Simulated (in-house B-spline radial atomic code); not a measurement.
**Tl⁷⁺: ionisation energy by several methods**

How far do functionals differ on the ionisation energy of Tl⁷⁺? Each run solves Tl⁷⁺ and then the next ion ([Xe] 4f14 5d5).

Method: Dirac-Coulomb, several functionals; spherical all-electron atom at the radial basis limit. Code: in-house B-spline radial atomic code version 1.

## Step 1: Starting point

```
element       : thallium (Z = 81)
charge        : +7
electrons     : 74
configuration : [Xe] 4f14 5d6
nucleus       : Fermi, rms radius 5.476 fm
```

The outer shells:

[Xe] 4f14 5d6
```
[Xe] core
4f [↑↓][↑↓][↑↓][↑↓][↑↓][↑↓][↑↓]
5d [↑↓][↑ ][↑ ][↑ ][↑ ]
```

The boxes only draw the filling; these runs are spin-restricted and spherical.

## Step 2: BP86, a GGA

Settings, as recorded:

```ini
Z = 81
electrons = 74.0
configuration = [Xe] 4f14 5d6
hamiltonian = dirac
method = b88,p86
spin_polarised = False
nucleus = fermi
rms_radius = 5.4759
mass_number = 205
atomic_mass = 204.974427318
speed_of_light = 137.035999084
```

## Step 3: OLYP, a GGA

Settings: those of step 2 with these lines changed.

```diff
@@ -4,3 +4,3 @@
 hamiltonian = dirac
-method = b88,p86
+method = optx,lyp
 spin_polarised = False
```

## Step 4: LDA (PW92)

Settings: those of step 3 with these lines changed.

```diff
@@ -4,3 +4,3 @@
 hamiltonian = dirac
-method = optx,lyp
+method = lda,pw
 spin_polarised = False
```

## Step 5: PBEsol, a GGA

Settings: those of step 4 with these lines changed.

```diff
@@ -4,3 +4,3 @@
 hamiltonian = dirac
-method = lda,pw
+method = pbesol
 spin_polarised = False
```

## Step 6: RPBE, a GGA

Settings: those of step 5 with these lines changed.

```diff
@@ -4,3 +4,3 @@
 hamiltonian = dirac
-method = pbesol
+method = rpbe,pbe
 spin_polarised = False
```

## Step 7: AM05, a GGA

Settings: those of step 6 with these lines changed.

```diff
@@ -4,3 +4,3 @@
 hamiltonian = dirac
-method = rpbe,pbe
+method = am05
 spin_polarised = False
```

Q: The tabulated ionisation energy is 116 ± 2.1 eV (tabulated theoretical; NIST Atomic Spectra Database). What does each method give, and which comes nearest?

**Answer**, as computed:

| method | rung | total energy (hartree) | ΔSCF (eV) | with Breit, QED, recoil (eV) | −ε highest (eV) | corrected ΔSCF less tabulated (eV) |
| --- | --- | --- | --- | --- | --- | --- |
| LDA (PW92) | LDA | -20259.2152 | 119.09 | 119.08 | 108.85 (5d5/2) | +3.08 |
| BP86 | GGA | -20272.5833 | 118.89 | 118.88 | 108.66 (5d5/2) | +2.88 |
| OLYP | GGA | -20277.3414 | 119.20 | 119.19 | 108.94 (5d5/2) | +3.19 |
| PBEsol | GGA | -20264.8051 | 118.83 | 118.82 | 108.59 (5d5/2) | +2.82 |
| RPBE | GGA | -20270.8974 | 118.73 | 118.72 | 108.51 (5d5/2) | +2.72 |
| AM05 | GGA | -20259.7349 | 118.87 | 118.85 | 108.62 (5d5/2) | +2.85 |

The tabulated ionisation energy is 116 ± 2.1 eV (tabulated theoretical; NIST Atomic Spectra Database). RPBE comes nearest (+2.72 eV) and OLYP is farthest (+3.19 eV, 2.8 %). All methods miss on the same side by much the same amount, which points to something that they share. Open shells are averaged (over orientations, and over spins where the run is restricted), while tables refer to the lowest levels. For the semilocal functionals minus the highest level recovers only 91 % of their own ΔSCF value, a mark of self-interaction.
